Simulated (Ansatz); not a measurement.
# HfMgO: the cost of one run

Computed with Ansatz 0.2.0 (DFT PBE, scalar-relativistic, plane waves, PAW, unless a step's input says otherwise).

### 1 Starting point

Symmetry: P4mm, No. 99, tetragonal system. Conventional cell: a = 3.227 Å, b = 3.227 Å, c = 4.407 Å, α = 90.00°, β = 90.00°, γ = 90.00°. Around Mg (site symmetry 4mm) lie 1 O at 1.59 Å. Around Hf (site symmetry 4mm) lie 4 O at 2.55 Å and 4 Mg at 2.83 Å. Around O (site symmetry 4mm) lie 1 Mg at 1.59 Å.

As a file:

```
Mg Hf O
1.0
     3.22708    0.00000    0.00000
     0.00000    3.22708    0.00000
     0.00000    0.00000    4.40694
Mg Hf O
1 1 1
Cartesian
  1.6135 1.6135 2.1505
  0.0000 0.0000 3.8185
  1.6135 1.6135 0.5574
```

Recipe of the guess: random cell by space group and Wyckoff sites (P4mm, No. 99). Lengths come from tabulated atomic sizes and are only a guess.

### 2 Probe: one point on a coarse mesh

Contents of input.yaml:

```yaml
crystal:
  lattice:
    - [3.2270808, 0.0, 0.0]
    - [0.0, 3.2270808, 0.0]
    - [0.0, 0.0, 4.40694349]
  atoms:
    - { symbol: Mg, position: [0.5, 0.5, 0.48798044] }
    - { symbol: Hf, position: [0.0, 0.0, 0.86648034] }
    - { symbol: O, position: [0.5, 0.5, 0.12648437] }
basis:
  ecutwfc: 420
kpoints:
  mp_grid: { grid: [6, 6, 4] }
hamiltonian:
  xc: pbe
scf:
  occupations: { method: gaussian, width: 0.1 }
  lower_state_search: "off"
output:
  forces: true
  stress: true
  eigenvalues: true
```

Started as:

```console
ansatz run input.yaml --threads 1 --pin off --max-ram 2560MiB --backend cpu --events-out ev --progress --plain --runs-dir out
```

Q: Estimate wall time and peak memory on 1 thread of Intel Xeon Platinum 8259CL at 2.50GHz (Skylake/Cascade Lake), shared host.

About 4.3 s, with a peak of 0.36 GiB.
